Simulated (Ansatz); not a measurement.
# ClHZn: the cost of one run

Program: Ansatz 0.2.0, Gaussian basis. Level of theory: PBE0-D4/def2-TZVP structures, single points in def2-TZVPP, no counterpoise correction. These are calculated values, not measurements.

Levels: SPW92, PBE-D4, BLYP-D4, r2SCAN-D4, B97M-V, PBE0-D4, B3LYP-D4, r2SCAN0-D4, BHLYP-D4, CAM-B3LYP-D4, wB97X-V, wB97M-V, B2PLYP, PBE-QIDH, RPA on PBE, Hartree-Fock, MP2, CCSD, CCSD(T).

Correlated methods freeze the cores. The 3s and 3p shells of Cu and Zn are frozen; filled d shells are correlated. B3LYP uses VWN-RPA correlation. B2PLYP carries no dispersion term here.

94 further runs of the same task are left out: 94 set aside as unsound or not needed.

### 1 Starting geometry

The complex: 5 atoms, charge 0, spin multiplicity 1.

Atoms are counted from 1 here; the program's logs count them from 0.

Bond lengths: Zn1–Cl3 2.110 Å, Zn1–H5 1.532 Å, F2–H4 0.925 Å. Angles: Cl3–Zn1–H5 171.1°.

Coordinates:

```xyz
5
ClFH2Zn
Zn   -0.6115   -0.2458   -0.7205
F     1.0110    0.2121    1.1152
Cl   -0.1912   -2.2776   -1.1018
H     0.8694    1.1018    1.3235
H    -1.0777    1.2095   -0.6163
```

Its parts: ZnHCl holds atoms 1, 3, 5; HF holds atoms 2, 4. Each part counts its atoms afresh in its own runs.

### 2 Relaxing ZnHCl alone

Contents of relax-a/in.yaml:

```yaml
crystal:
  periodic: [false, false, false]
  atoms:
    - {symbol: Zn, position_ang: [-0.611451, -0.245759, -0.720466]}
    - {symbol: Cl, position_ang: [-0.191189, -2.277592, -1.101818]}
    - {symbol: H, position_ang: [-1.077701, 1.209504, -0.616335]}
basis:
  gaussian: {orbitals: def2-TZVP}
hamiltonian: {xc: pbe0, dispersion: d4}
relax: {f_tol: 0.005, max_steps: 200}
```

The run is started by

```
> ansatz run in.yaml --threads 4 --pin off --events-out ev --progress --plain --max-ram 9574MiB
```

**Question.** How long does this run take on 4 threads of Arm Neoverse V2, shared host?

About 4 s.
